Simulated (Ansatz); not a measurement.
Input of an Ansatz 0.2.0 run:

Contents of input.yaml:

```yaml
crystal:
  lattice:
    - [3.975708, 0.0, 0.0]
    - [0.0, 3.89167, 4.938007]
    - [0.0, -3.89167, 4.938007]
  atoms:
    - { symbol: Si, position: [-0.001158, 0.945497, 0.948756] }
    - { symbol: Mg, position: [0.502554, 0.139387, 0.139173] }
    - { symbol: Mg, position: [0.499412, 0.103399, 0.664498] }
    - { symbol: Mg, position: [0.501573, 0.664711, 0.096461] }
    - { symbol: Mg, position: [-0.004154, 0.372, 0.366292] }
    - { symbol: Mg, position: [-0.000826, 0.448319, 0.816307] }
    - { symbol: Mg, position: [-0.00069, 0.813211, 0.441661] }
    - { symbol: B, position: [0.499681, 0.51436, 0.523183] }
hamiltonian:
  xc: r2scan
  pseudopotentials: { kind: paw }
  dispersion: rvv10
kpoints:
  mp_grid: { grid: [7, 5, 5] }
scf:
  occupations: { method: fermi_dirac, width: 0.05 }
output:
  forces: true
  stress: true
  eigenvalues: true
  efg: {}
```

Potentials or basis: Ansatz PAW.

Launch:

```console
$ ansatz run input.yaml --threads 4 --pin off --max-ram 11264MiB --backend cpu --events-out ev --progress --plain --runs-dir out
```

(1) Predict the largest force.

(2) What does it give for the pressure?

## Answers

(1) 0.234 eV/Å.

(2) -1.1 GPa.

Caveat: the PAW data sets come from PBE, with cores solved anew for the run's functional, which leaves a small shift of forces and pressure.
